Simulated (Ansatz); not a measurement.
**KScS2 (I-III-VI2 or I-V-VI2 ordering on rocksalt lattice): from bands to localised orbitals**

Where do the localised orbitals of KScS2 (I-III-VI2 or I-V-VI2 ordering on rocksalt lattice) sit, how far are they spread, and how do the settings change that? Plan: PBE, anion s p, 4×4×4; PBE, anion s p, 4×4×2; PBE, anion s p, 6×6×4; PBE, anion p, 4×4×4; PBE, metal d and anion p, 4×4×4; PBE, metal d and anion p, disentangled, 4×4×4; PBE, metal d, 4×4×4; r2SCAN, anion s p, 4×4×4; r2SCAN, metal d and anion p, disentangled, 4×4×4; r2SCAN, metal d and anion p, 4×4×4; HSE06, anion s p, 4×4×4; HSE06, metal d and anion p, 4×4×4 (level, trial orbitals, Wannier mesh).

Computed with Ansatz 0.2.0 (plane waves, PAW, unless a step's input says otherwise).

2 further runs of the same task are left out: 2 that didn't finish.

## Step 1: The starting structure

It takes space group P4/mmm (No. 123, tetragonal). Conventional cell: a = 4.035 Å, b = 4.035 Å, c = 5.465 Å, α = 90.00°, β = 90.00°, γ = 90.00°. K (site symmetry 4/mmm) is surrounded by 6 S at 2.73 to 2.85 Å. S (site symmetry 4/mmm) has 2 K at 2.73 Å and 4 Sc at 2.85 Å as nearest neighbours. Around Sc (site symmetry 4/mmm) lie 6 S at 2.73 to 2.85 Å. S (site symmetry 4/mmm) has 2 Sc at 2.73 Å and 4 K at 2.85 Å as nearest neighbours.

Structure file:

```xyz
4
Lattice="4.0353 0.0000 0.0000 0.0000 4.0353 0.0000 0.0000 0.0000 5.4655" Properties=species:S:1:pos:R:3 pbc="T T T"
K     0.0000    0.0000    0.0000
S     0.0000    0.0000    2.7327
Sc    2.0176    2.0176    2.7327
S     2.0176    2.0176    0.0000
```

The cell was relaxed beforehand with r2SCAN; those runs aren't shown.

## Step 2: PBE, anion s p, 4×4×4

Input file input.yaml:

```yaml
crystal:
  lattice:
    - [4.0352596641, 0.0, 0.0]
    - [0.0, 4.0352596641, 0.0]
    - [0.0, 0.0, 5.4654928633]
  atoms:
    - { symbol: K, position: [0.0, 0.0, 0.0] }
    - { symbol: S, position: [0.0, 0.0, 0.5] }
    - { symbol: Sc, position: [0.5, 0.5, 0.5] }
    - { symbol: S, position: [0.5, 0.5, 0.0] }
kpoints:
  mp_grid: { grid: [6, 6, 4] }
  band_path:
    path:
      - [[0.0, 0.0, 0.0], [2.154341866761e-52, 0.5, 0.0], [0.5, 0.5, 0.0], [0.0, 0.0, 0.0], [0.0, 0.0, 0.5], [2.154341866761e-52, 0.5, 0.5], [0.5, 0.5, 0.5], [0.0, 0.0, 0.5]]
      - [[2.154341866761e-52, 0.5, 0.0], [2.154341866761e-52, 0.5, 0.5]]
      - [[0.5, 0.5, 0.0], [0.5, 0.5, 0.5]]
    npoints: 10
hamiltonian:
  xc: pbe
scf:
  occupations: { method: fermi_dirac, width: 0.02 }
  n_extra_bands: 6
output:
  forces: false
  stress: false
  eigenvalues: true
  wannier:
    kmesh: [4, 4, 4]
    projections: [{ species: S, l: s, shell: 3 }, { species: S, l: p, shell: 3 }]
    minimise: true
    write_hr: true
    conv_tol: 1.0e-08
    max_iter: 3000
```

Launch:

```bash
ansatz run input.yaml --threads 4 --pin off --max-ram 3686MiB --backend cpu --events-out ev --progress --plain --runs-dir out
```

The runs that follow: PBE, anion s p, 4×4×2; PBE, anion s p, 6×6×4; PBE, anion p, 4×4×4; PBE, metal d and anion p, 4×4×4; PBE, metal d and anion p, disentangled, 4×4×4; PBE, metal d, 4×4×4; r2SCAN, anion s p, 4×4×4; r2SCAN, metal d and anion p, disentangled, 4×4×4; r2SCAN, metal d and anion p, 4×4×4; HSE06, anion s p, 4×4×4; HSE06, metal d and anion p, 4×4×4.

Before running them: what should the planned runs give, taken together? Wanted: total spread, PBE, anion s p, 4×4×4; total spread, PBE, anion s p, 4×4×2; total spread, PBE, anion s p, 6×6×4; total spread, PBE, anion p, 4×4×4; total spread, PBE, metal d and anion p, 4×4×4; total spread, PBE, metal d and anion p, disentangled, 4×4×4; total spread, PBE, metal d, 4×4×4; total spread, r2SCAN, anion s p, 4×4×4; total spread, r2SCAN, metal d and anion p, disentangled, 4×4×4.

The runs gave:

```
                                                      quantity                                 value
                           total spread, PBE, anion s p, 4×4×4             15.62 Å² over 8 functions
                           total spread, PBE, anion s p, 4×4×2             14.27 Å² over 8 functions
                           total spread, PBE, anion s p, 6×6×4             16.60 Å² over 8 functions
                             total spread, PBE, anion p, 4×4×4             14.19 Å² over 6 functions
                 total spread, PBE, metal d and anion p, 4×4×4            19.44 Å² over 11 functions
   total spread, PBE, metal d and anion p, disentangled, 4×4×4            17.13 Å² over 11 functions
                             total spread, PBE, metal d, 4×4×4             15.37 Å² over 5 functions
                        total spread, r2SCAN, anion s p, 4×4×4             15.14 Å² over 8 functions
total spread, r2SCAN, metal d and anion p, disentangled, 4×4×4            16.87 Å² over 11 functions
              total spread, r2SCAN, metal d and anion p, 4×4×4            19.21 Å² over 11 functions
                         total spread, HSE06, anion s p, 4×4×4             14.79 Å² over 8 functions
               total spread, HSE06, metal d and anion p, 4×4×4            20.28 Å² over 11 functions
                                      centres of the first set  0.43 to 0.54 Å from the nearest atom
```

In words: With PBE, anion s p, 4×4×4 the 8 functions move off the atoms, with a mean spread of 1.95 Å²; 86 % of the total is gauge invariant. The total spread goes from 14.27 Å² on 4×4×2 to 16.60 Å² on 6×6×4: finite differences in k understate it on coarse meshes, while the largest miss of a band goes from 0.72 to 0.77 eV. On one set and mesh the functional gives 15.62 (PBE), 15.14 (r2SCAN), 14.79 (HSE06) Å². The disentangled models miss some band by up to 0.7 eV, which may lie outside their frozen windows.
